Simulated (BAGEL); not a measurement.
# CH4ClFOSi (SMILES C[Si](O)(F)Cl): a chain of runs

We compute a single-point energy (HF/def2-SV(P)), then a single-point energy (NEVPT2(2,2)/def2-SV(P)) of CH4ClFOSi. 

The results are computed with BAGEL 1.2.2.

2 further runs of the same task are left out: 2 set aside as unsound or not needed.

**1. The molecule**

The species is CH4ClFOSi (9 atoms), meant as a singlet with charge 0. SMILES: `C[Si](O)(F)Cl`. The C1–H7 distance was set to 1.473 Å, away from the relaxed value.

Bond lengths: C1–Si2 1.834 Å, Si2–O3 1.623 Å, Si2–F4 1.591 Å, Si2–Cl5 2.049 Å, C1–H6 1.091 Å, C1–H8 1.092 Å, O3–H9 0.958 Å. Angles: C1–Si2–O3 109.4°, C1–Si2–F4 110.3°, C1–Si2–Cl5 112.0°, O3–Si2–F4 109.9°, O3–Si2–Cl5 110.0°, F4–Si2–Cl5 105.2°, Si2–C1–H6 110.4°, Si2–C1–H8 110.0°, Si2–O3–H9 119.2°, H6–C1–H8 108.6°. A long bond or contact: C1–H7 1.473 Å.

**2. A single-point energy at HF/def2-SV(P) (density fitting with svp-jkfit) (run 1)**

The input, hf.json:

```json
{ "bagel": [

{
  "title": "molecule",
  "basis": "def2-sv_p_.json",
  "df_basis": "svp-jkfit",
  "angstrom": false,
  "geometry": [
    { "atom": "C", "xyz": [ -1.93800107, -0.80924120,  0.46827413 ] },
    { "atom": "Si", "xyz": [  1.28152533, -0.05901993, -0.57145318 ] },
    { "atom": "O", "xyz": [  2.20144401, -2.14716729, -2.62086116 ] },
    { "atom": "F", "xyz": [  3.15613365, -0.03653219,  1.77974406 ] },
    { "atom": "Cl", "xyz": [  1.52359925,  3.49196443, -2.09665114 ] },
    { "atom": "H", "xyz": [ -3.24417977, -0.73988825, -1.12608780 ] },
    { "atom": "H", "xyz": [ -2.78980268,  1.01043656,  2.39560581 ] },
    { "atom": "H", "xyz": [ -1.99355902, -2.70595931,  1.28123431 ] },
    { "atom": "H", "xyz": [  3.73703546, -1.86635399, -3.53945703 ] }
  ]
},
{ "title": "hf" },
{ "title": "print", "file": "orbitals.molden", "orbitals": true }

]}
```

The basis set def2-SV(P) is read from a file made from the Basis Set Exchange's data (not shown).

Run with:

```
$ BAGEL_NUM_THREADS=1 BAGEL hf.json > hf.out
```

Log:

```text
* using 1 threads per process

  ===============================================================
  ===============================================================

  *** Geometry ***

  { "atom" : "C", "xyz" : [     -1.938001,     -0.809241,      0.468274 ] },
  { "atom" : "Si", "xyz" : [      1.281525,     -0.059020,     -0.571453 ] },
  { "atom" : "O", "xyz" : [      2.201444,     -2.147167,     -2.620861 ] },
  { "atom" : "F", "xyz" : [      3.156134,     -0.036532,      1.779744 ] },
  { "atom" : "Cl", "xyz" : [      1.523599,      3.491964,     -2.096651 ] },
  { "atom" : "H", "xyz" : [     -3.244180,     -0.739888,     -1.126088 ] },
  { "atom" : "H", "xyz" : [     -2.789803,      1.010437,      2.395606 ] },
  { "atom" : "H", "xyz" : [     -1.993559,     -2.705959,      1.281234 ] },
  { "atom" : "H", "xyz" : [      3.737035,     -1.866354,     -3.539457 ] },

  Number of auxiliary basis functions:      557

  Since a DF basis is specified, we compute 2- and 3-index integrals:
    o Being stored without compression. Storage requirement is 0.033 GB

  Number of basis functions:       86
  Number of electrons      :       58

    * METHOD: MOLECULE                             0.50

  *** RHF ***

  === Nuclear Repulsion ===
   312.5898651526

      * DIIS with orbital gradients will be used.

  === RHF iteration (def2-sv_p_.json) ===
      0       -962.37901596          0.02027650           0.16
      1       -962.55954119          0.01223208           0.15
      2       -962.64006167          0.00122604           0.15
      3       -962.64135680          0.00039690           0.16
      4       -962.64148537          0.00006863           0.15
      5       -962.64149109          0.00002092           0.15
      6       -962.64149164          0.00000904           0.15
      7       -962.64149174          0.00000203           0.15
      8       -962.64149174          0.00000080           0.15
      9       -962.64149174          0.00000026           0.15
     10       -962.64149174          0.00000010           0.15
     11       -962.64149174          0.00000003           0.15
     12       -962.64149174          0.00000001           0.15
     13       -962.64149174          0.00000000           0.15
    * SCF iteration converged.

    * Permanent dipole moment:
           (    0.128422,     0.332238,     0.361045) a.u.

    * METHOD: HF                                   2.51

    * METHOD: PRINT                                0.02

  ===============================================================
```

It took 3.3 s on 1 thread of Arm Neoverse N1, shared host; peak memory 0.15 GiB.

**3. A single-point energy at NEVPT2(2,2)/def2-SV(P) (density fitting with svp-jkfit) (run 2)**

The input, calc.json:

```json
{ "bagel" : [

{
  "title" : "molecule",
  "basis" : "def2-sv_p_.json",
  "df_basis" : "svp-jkfit",
  "angstrom" : false,
  "geometry" : [
    { "atom" : "C", "xyz" : [    -1.93800107,    -0.80924120,     0.46827413 ] },
    { "atom" : "Si", "xyz" : [     1.28152533,    -0.05901993,    -0.57145318 ] },
    { "atom" : "O", "xyz" : [     2.20144401,    -2.14716729,    -2.62086116 ] },
    { "atom" : "F", "xyz" : [     3.15613365,    -0.03653219,     1.77974406 ] },
    { "atom" : "Cl", "xyz" : [     1.52359925,     3.49196443,    -2.09665114 ] },
    { "atom" : "H", "xyz" : [    -3.24417977,    -0.73988825,    -1.12608780 ] },
    { "atom" : "H", "xyz" : [    -2.78980268,     1.01043656,     2.39560581 ] },
    { "atom" : "H", "xyz" : [    -1.99355902,    -2.70595931,     1.28123431 ] },
    { "atom" : "H", "xyz" : [     3.73703546,    -1.86635399,    -3.53945703 ] }
  ]
},

{ "title" : "hf" },

{ "title" : "nevpt2", "nstate" : 1, "nact" : 2, "nclosed" : 28, "active" : [27, 30], "maxiter" : 200, "natocc" : true, "ncore" : 13 },

{ "title" : "print", "file" : "orbitals.molden", "orbitals" : true }

]}
```

The basis set def2-SV(P) is read from a file made from the Basis Set Exchange's data (not shown).

Run with:

```
$ BAGEL_NUM_THREADS=1 BAGEL calc.json > calc.out
```

Log:

```text
* using 1 threads per process

  ===============================================================
  ===============================================================

  *** Geometry ***

  { "atom" : "C", "xyz" : [     -1.938001,     -0.809241,      0.468274 ] },
  { "atom" : "Si", "xyz" : [      1.281525,     -0.059020,     -0.571453 ] },
  { "atom" : "O", "xyz" : [      2.201444,     -2.147167,     -2.620861 ] },
  { "atom" : "F", "xyz" : [      3.156134,     -0.036532,      1.779744 ] },
  { "atom" : "Cl", "xyz" : [      1.523599,      3.491964,     -2.096651 ] },
  { "atom" : "H", "xyz" : [     -3.244180,     -0.739888,     -1.126088 ] },
  { "atom" : "H", "xyz" : [     -2.789803,      1.010437,      2.395606 ] },
  { "atom" : "H", "xyz" : [     -1.993559,     -2.705959,      1.281234 ] },
  { "atom" : "H", "xyz" : [      3.737035,     -1.866354,     -3.539457 ] },

  Number of auxiliary basis functions:      557

  Since a DF basis is specified, we compute 2- and 3-index integrals:
    o Being stored without compression. Storage requirement is 0.033 GB

  Number of basis functions:       86
  Number of electrons      :       58

    * METHOD: MOLECULE                             0.50

  *** RHF ***

  === Nuclear Repulsion ===
   312.5898651526

      * DIIS with orbital gradients will be used.

  === RHF iteration (def2-sv_p_.json) ===
      0       -962.37901596          0.02027650           0.16
      1       -962.55954119          0.01223208           0.15
      2       -962.64006167          0.00122604           0.15
      3       -962.64135680          0.00039690           0.15
      4       -962.64148537          0.00006863           0.15
      5       -962.64149109          0.00002092           0.15
      6       -962.64149164          0.00000904           0.15
      7       -962.64149174          0.00000203           0.16
      8       -962.64149174          0.00000080           0.15
      9       -962.64149174          0.00000026           0.15
     10       -962.64149174          0.00000010           0.16
     11       -962.64149174          0.00000003           0.16
     12       -962.64149174          0.00000001           0.15
     13       -962.64149174          0.00000000           0.15
    * SCF iteration converged.

    * Permanent dipole moment:
           (    0.128422,     0.332238,     0.361045) a.u.

    * METHOD: HF                                   2.54

    * freezing 13 orbitals
  ---------------------------
      CASSCF calculation
  ---------------------------

    ==== Active orbitals : =====
         Orbital 27
         Orbital 30
    ============================

    * nstate   :      1
    * nclosed  :     28
    * nact     :      2
    * nvirt    :     56
  === CASSCF iteration (def2-sv_p_.json) ===

    * Using the second-order algorithm

      0  0      -962.64293702     2.64e-04      0.04

      1  0      -962.66701425     1.47e-03      0.70

      2  0      -962.66906216     1.49e-04      0.81

      3  0      -962.66909000     2.92e-05      0.83

      4  0      -962.66909054     5.77e-06      0.81

      5  0      -962.66909055     1.27e-06      0.82

      6  0      -962.66909055     2.92e-07      0.80

      7  0      -962.66909055     6.81e-08      0.73

      8  0      -962.66909055     1.60e-08      0.67

      9  0      -962.66909055     3.75e-09      0.65

    * Second-order optimization converged. *

     guess   0:   closed 1.                   open ..

  === FCI iteration ===

      0  0      -962.64081387     8.30e-02      0.00
      1  0      -962.66908792     6.54e-04      0.00
      2  0 *    -962.66909055     3.61e-16      0.00

     * ci vector, state   0, <S^2> = 0.0000
       2.     0.9857899106
       .2    -0.1679828924

  === DF-NEVPT2 calculation ===

    * 3-index integral transformation done
    * assembly done

      NEVPT2 correlation energy:   -0.6936470281      0.31

          (+0)     -0.6475395608
          (+0)'    -0.0148491235
          (+1)     -0.0046658260
          (+1)'    -0.0000000000
          (+2)     -0.0003014310
          (-1)     -0.0230264878
          (-1)'     0.0000000000
          (-2)     -0.0032645990

      NEVPT2 total energy:       -963.3627375821

    * METHOD: NEVPT2                               7.78

    * METHOD: PRINT                                0.02

  ===============================================================
```

Wall time 11 s (1 thread of Arm Neoverse N1, shared host); peak memory 0.15 GiB.

**4. Summary of results**

```
                                   quantity          value
         run 1, HF/def2-SV(P): total energy  -962.64149 Eh
        run 1, HF/def2-SV(P): dipole moment         1.29 D
          run 1, HF/def2-SV(P): HOMO energy      -12.70 eV
          run 1, HF/def2-SV(P): LUMO energy        3.57 eV
        run 1, HF/def2-SV(P): HOMO–LUMO gap       16.27 eV
run 2, NEVPT2(2,2)/def2-SV(P): total energy  -963.36274 Eh
```
